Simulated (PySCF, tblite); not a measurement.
**C3H10ClNSi3: geometry, infrared bands and NMR shifts**

What infrared bands and NMR shifts should C3H10ClNSi3 (`N#CC[Si@@H]([SiH3])C[SiH2]Cl`) show?

The runs use tblite 0.8.0 and PySCF 2.14.0, with density-fitted response routines of our own; the level of theory stands in each step. All values are computed, except where a source is named. Atoms count from 0, in the outputs and in this text.

## (1) Starting geometry

18 atoms, charge 0, multiplicity 1; geometry from: force field or distance geometry start.

Bonds of the start (Å): N0–C1 1.15, C1–C2 1.47, C2–Si3 1.88, Si3–Si4 2.25, Si3–C5 1.87, C5–Si6 1.86, Si6–Cl7 2.11, C2–H8 1.10, C2–H9 1.11, Si3–H10 1.47, Si4–H11 1.46, Si4–H12 1.46, Si4–H13 1.46, C5–H14 1.11, C5–H15 1.10, Si6–H16 1.48, Si6–H17 1.46.

## (2) Optimising the geometry with GFN2-xTB

Job settings and geometry (Å):

```
{"job": {"kind": "relax", "xc": "GFN2-xTB", "basis": "xTB"}, "charge": 0, "multiplicity": 1}
N     -1.971000    -2.904800     0.980100
C     -1.086800    -2.293100     0.565200
C      0.055900    -1.540200     0.040300
Si    -0.495900     0.123100    -0.637200
Si    -2.434500     0.606600     0.399300
C      0.791100     1.439000    -0.310200
Si     2.458800     0.612100    -0.222300
Cl     3.298400     0.994000     1.672100
H      0.864700    -1.393200     0.778300
H      0.471100    -2.178000    -0.770800
H     -0.651400     0.037900    -2.092600
H     -2.567100     2.057400     0.461400
H     -2.364300     0.011100     1.729100
H     -3.485800    -0.018600    -0.401800
H      0.592300     1.957700     0.649300
H      0.774800     2.177000    -1.125600
H      2.370800    -0.835200    -0.493800
H      3.370200     1.153400    -1.232700
```

Launch:

```
> OMP_NUM_THREADS=1 python probes_run.py task.json out
```

The driver reads the jobs from task.json and runs them one after another.

**Question.** This job is followed by: GFN2-xTB harmonic vibrations, gas phase; GIAO PBE0/pcSseg-1 NMR shielding, non-relativistic, gas phase. Predict these results of the whole session: strongest single infrared mode (GFN2-xTB); zero-point energy (GFN2-xTB); 13C shifts against TMS (PBE0/pcSseg-1); 1H shifts against TMS (PBE0/pcSseg-1, means over atoms taken as alike); 15N shifts against NH3 (PBE0/pcSseg-1); 29Si shifts against TMS (PBE0/pcSseg-1); 35Cl shifts against HCl (PBE0/pcSseg-1).

The runs gave:

| quantity | value |
| --- | --- |
| strongest single infrared mode (GFN2-xTB) | 749 cm⁻¹, 608 km/mol |
| zero-point energy (GFN2-xTB) | 70.5 kcal/mol |
| 13C shifts against TMS (PBE0/pcSseg-1) | 122.9, 1.4, 0.9 ppm |
| 1H shifts against TMS (PBE0/pcSseg-1, means over atoms taken as alike) | 5.42, 5.20, 4.68, 3.60, 2.21, 1.60, 0.17, -0.28 ppm |
| 15N shifts against NH3 (PBE0/pcSseg-1) | 296.1 ppm |
| 29Si shifts against TMS (PBE0/pcSseg-1) | -12.4, -34.3, -114.0 ppm |
| 35Cl shifts against HCl (PBE0/pcSseg-1) | -41 ppm |

The optimisation took 172 steps and gained 0.675 eV; among the close pairs (by a distance rule), Si6–Cl7 changed most, from 2.107 to 2.021 Å. The lowest mode is imaginary (21i cm⁻¹), so the xTB geometry is not a minimum. The strongest single mode, at 749 cm⁻¹, has its largest shares on H10, H9, C2 and H8 (the list is cut at 4 atoms). GFN2-xTB is a fitted tight-binding method: band positions and strengths are rough. Its intensities can rank the bands wrongly. C1 (nitrile carbon) lies farthest downfield among carbon, at 122.9 ppm; C≡N carbons fall here, among the sp2 signals but without a proton. At PBE0/pcSseg-1: The largest span, 505 ppm, is at N0, where the paramagnetic term is -369 ppm.
